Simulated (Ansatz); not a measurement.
Sn3Se:

```xyz
4
Lattice="4.7419 0.0000 0.0000 0.0000 4.7419 0.0000 0.0000 0.0000 4.7419" Properties=species:S:1:pos:R:3 pbc="T T T"
Sn    2.3709    2.3709    0.0000
Sn    2.3709    0.0000    2.3709
Sn    0.0000    2.3709    2.3709
Se    0.0000    0.0000    0.0000
```

The cell comes from a database or a generator and needn't be the stable form of this composition.

```yaml
Program: Ansatz 0.2.0
Task: relaxation of cell and atoms
Functional: PBEsol
Dispersion: D4
Potentials_or_basis: Ansatz PAW
Cutoff: "420 eV (not typed: the program's choice for these potentials)"
k_mesh: 6 × 6 × 6
Occupations: fermi-dirac, width 0.05 eV
Spin: no spin polarisation
```

At the start: volume 26.66 Å³/atom.

**Question.** How do energy, volume and symmetry change on relaxing?

**Answer.** It ends after 5 steps and the volume is 24.52 Å³/atom (-8.0 %); space group Pm-3m (No. 221, to 0.05 Å).

Step by step:
```csv
step,energy change (eV),largest force (eV/Å),volume (Å³)
1,0.0000,0.0000,106.62
2,-0.1095,0.0000,95.92
3,-0.1176,0.0000,98.34
4,-0.1178,0.0000,98.09
5,-0.1162,0.0000,98.09
```

Final structure:
```cif
data_structure
_symmetry_space_group_name_H-M 'P 1'
_symmetry_Int_Tables_number 1
_cell_length_a 4.6118
_cell_length_b 4.6118
_cell_length_c 4.6118
_cell_angle_alpha 90.000
_cell_angle_beta 90.000
_cell_angle_gamma 90.000
_cell_volume 98.09
loop_
_atom_site_label
_atom_site_type_symbol
_atom_site_fract_x
_atom_site_fract_y
_atom_site_fract_z
_atom_site_occupancy
Sn1 Sn 0.50000 0.50000 0.00000 1
Sn2 Sn 0.50000 0.00000 0.50000 1
Sn3 Sn 0.00000 0.50000 0.50000 1
Se1 Se 0.00000 0.00000 0.00000 1
```

Caveat: the plane-wave basis is chosen anew once the cell has moved, so the energies of steps on either side of that aren't comparable; pairwise dispersion overbinds metals, which lowers pressure and volume; the PAW data sets come from PBE, with cores solved anew for the run's functional, which leaves a small shift of forces and pressure.
